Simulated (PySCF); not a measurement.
# C2H4BCl3: the cost of one run

Programs: PySCF 2.14.0, with density-fitted response routines of our own. Each step states its level of theory. These are calculated values for one molecule in the gas phase, unless marked as measured. Atoms are numbered from 0 throughout.

## 1. The starting structure

10 atoms, charge 0, multiplicity 1; geometry from: GFN2-xTB. The atoms were then displaced at random by about 0.01 Å, so the start is not that level's minimum.

Bonds of the start (Å): Cl0–C1 1.76, C1–C2 1.52, C2–B3 1.65, B3–Cl4 1.69, B3–Cl5 1.70, C1–H6 1.09, C1–H7 1.09, C2–H8 1.06, C2–H9 1.10.

## 2. Optimising the geometry at PBE0-D3(BJ)/def2-SVP

Job settings and geometry (Å):

```
{"job": {"xc": "PBE0", "basis": "def2-SVP", "d3": "d3bj", "grid": 1, "shake": 0.01, "kind": "geom"}, "charge": 0, "multiplicity": 1}
Cl    -2.667650    -0.390390     0.164870
C     -0.947160    -0.672220     0.382110
C     -0.146010     0.499330    -0.162370
B      1.485610     0.342350    -0.015650
Cl     2.486830     1.577750    -0.586310
Cl     2.144540    -1.055010     0.692890
H     -0.771450    -0.811170     1.452670
H     -0.696190    -1.586500    -0.149590
H     -0.387300     0.661050    -1.186280
H     -0.450790     1.413880     0.363210
```

Command:

```sh
> OMP_NUM_THREADS=1 python probes_run.py task.json out
```

One launch serves the whole session: the jobs run in the order shown.

**Question.** How long does this first job take on 1 thread of Arm Neoverse N1, shared host, and how much memory does it need?

About 84 s, with a peak of 0.48 GiB.
